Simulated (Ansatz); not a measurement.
# AlH4NO2: the cost of one run

Program: Ansatz 0.2.0. Level of theory: RKS B3LYP-D4/def2-SVPD. These are calculated values, not measurements.

### 1 The starting structure

Bond lengths: N1–Al2 1.862 Å, Al2–O3 1.810 Å, Al2–O4 1.772 Å, N1–H5 1.108 Å, N1–H6 1.051 Å, O3–H7 1.033 Å, O4–H8 0.984 Å. Angles: N1–Al2–O3 119.1°, N1–Al2–O4 122.5°, O3–Al2–O4 118.4°, Al2–N1–H5 106.5°, Al2–N1–H6 110.7°, H5–N1–H6 103.0°, Al2–O3–H7 106.1°, Al2–O4–H8 106.0°.

Coordinates:

```xyz
8

N    -0.2981    1.5357    0.1738
Al    0.1397   -0.2007   -0.3354
O     1.8403   -0.5704   -0.8313
O    -1.0399   -1.5225   -0.3225
H    -1.1213    1.8613   -0.4917
H    -0.7456    1.5414    1.1243
H     2.3460   -0.8140    0.0361
H    -1.0290   -1.8879    0.5910
```

### 2 End point A

input.yaml

```yaml
crystal:
  periodic: [false, false, false]
  atoms:
    - { symbol: "N", position_ang: [-0.2981, 1.5357, 0.1738] }
    - { symbol: Al, position_ang: [0.1397, -0.2007, -0.3354] }
    - { symbol: O, position_ang: [1.8403, -0.5704, -0.8313] }
    - { symbol: O, position_ang: [-1.0399, -1.5225, -0.3225] }
    - { symbol: H, position_ang: [-1.1213, 1.8613, -0.4917] }
    - { symbol: H, position_ang: [-0.7456, 1.5414, 1.1243] }
    - { symbol: H, position_ang: [2.346, -0.814, 0.0361] }
    - { symbol: H, position_ang: [-1.029, -1.8879, 0.591] }
basis:
  gaussian: { orbitals: def2-SVPD }
hamiltonian:
  xc: b3lyp
  dispersion: d4
relax:
  f_tol: 0.015
  max_steps: 40
output:
  orbitals: {}
```

The run is started by

```
> ansatz run input.yaml --threads 2 --pin off --max-ram 3072MiB --backend cpu --events-out ev --progress --plain --runs-dir out
```

What time and memory should one allow on 2 threads of Intel Xeon Platinum 8259CL at 2.50GHz (Skylake/Cascade Lake), shared host?

About 36 s, with a peak of 0.26 GiB.
